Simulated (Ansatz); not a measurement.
# Br3FHf: the cost of one run

Method: the settings change from run to run; program: Ansatz 0.2.0, Gaussian basis.

**1. The molecule**

The geometry comes from an earlier relaxation with PBE0-D4 in a triple-zeta def2 set; it is a stationary point. Hf takes a core potential in def2 sets; no spin-orbit term is included.

SMILES `[F][Hf]([Br])([Br])[Br]`, 5 atoms, charge 0, spin multiplicity 1.

Atoms are counted from 1 here; the program's logs count them from 0.

Bond lengths: F1–Hf2 1.878 Å, Hf2–Br3 2.477 Å, Hf2–Br4 2.477 Å, Hf2–Br5 2.477 Å. Angles: F1–Hf2–Br3 108.7°, F1–Hf2–Br4 108.7°, F1–Hf2–Br5 108.7°, Br3–Hf2–Br4 110.2°, Br3–Hf2–Br5 110.2°, Br4–Hf2–Br5 110.2°.

**2. PBE-QIDH/def2-TZVPP**

Options: atoms shaken by 0.15 Å.

The input, in.yaml:

```yaml
crystal:
  periodic: [false, false, false]
  atoms:
    - {symbol: F, position_ang: [-0.525680, -0.132824, 1.694919]}
    - {symbol: Hf, position_ang: [0.249724, 0.030381, 0.206705]}
    - {symbol: Br, position_ang: [2.015889, -1.372143, -0.083015]}
    - {symbol: Br, position_ang: [-1.734469, -0.750846, -1.367061]}
    - {symbol: Br, position_ang: [0.435457, 2.293456, -0.200016]}
basis:
  gaussian: {orbitals: def2-TZVPP}
hamiltonian: {xc: {name: PBE-QIDH}}
```

Launch:

```bash
$ ansatz run in.yaml --threads 4 --pin off --events-out ev --progress --plain --max-ram 11315MiB
```

Q: Estimate wall time and peak memory on 4 threads of Arm Neoverse V1, shared host.

About 14 s, with a peak of 0.8 GiB.
